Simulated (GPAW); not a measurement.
Input of a GPAW 26.7.0 run:

run.py

```python
from ase import Atoms
from ase.dft.bandgap import bandgap
from ase.io import write
from ase.units import Bohr, GPa
from gpaw import GPAW, PW, setup_paths
from gpaw.elf import elf_from_dft_calculation

setup_paths.insert(0, '.')

atoms = Atoms(['Zr', 'Zr', 'Si', 'Si', 'O', 'O'],
              cell=[[3.31999, 0.0, 0.0],
                    [0.0, 3.31999, 0.0],
                    [0.0, 0.0, 7.351845]],
              scaled_positions=[[0.5, 0.0, 0.30841],
                                [0.0, 0.5, 0.69159],
                                [0.0, 0.0, 0.0],
                                [0.5, 0.5, 0.0],
                                [0.5, 0.0, 0.611294],
                                [0.0, 0.5, 0.388706]],
              pbc=True)

calc = GPAW(mode=PW(800),
            xc='PBEsol',
            kpts={'size': (8, 8, 4), 'gamma': True},
            occupations={'name': 'fermi-dirac', 'width': 0.05},
            nbands=41,
            convergence={'density': 1e-05, 'energy': 1e-05},
            maxiter=150,
            txt='gpaw.txt')
atoms.calc = calc
energy = atoms.get_potential_energy()
forces = atoms.get_forces()
stress = atoms.get_stress()
calc.write('gs.gpw')
write('result.traj', atoms)
print(f'Energy: {energy:.6f} eV')
print('Forces (eV/A):')
print(forces.round(4))
print('Stress (GPa):', (stress / GPa).round(3))
print('Fermi level:', round(calc.get_fermi_level(), 4), 'eV')
print(f'Gap: {bandgap(calc)[0]:.4f} eV, direct: {bandgap(calc, direct=True)[0]:.4f} eV')

# fields on the real-space grid
write('density.cube', atoms, data=calc.get_pseudo_density() * Bohr**3)
write('potential.cube', atoms, data=calc.get_electrostatic_potential())
write('elf.cube', atoms, data=elf_from_dft_calculation(calc).data)
```

Potentials or basis: PAW data sets generated in the run's folder for this functional, pw.

The run is started by

```sh
$ gpaw-setup -f PBEsol O Si Zr
$ OMP_NUM_THREADS=1 python run.py
```

Problem. Predict the band gap on the k mesh.

Solution. None (metal or under the smearing width).

Problem. Estimate the largest force.

Solution. 0.402 eV/Å.

Problem. Predict the pressure.

Solution. -7.2 GPa.

Forces in eV/Å, atoms in the order of the input:
```
Zr   0.000  0.000  0.402
Zr   0.000  0.000 -0.402
Si   0.000  0.000  0.000
Si   0.000  0.000  0.000
O    0.000  0.000 -0.122
O    0.000  0.000  0.122
```
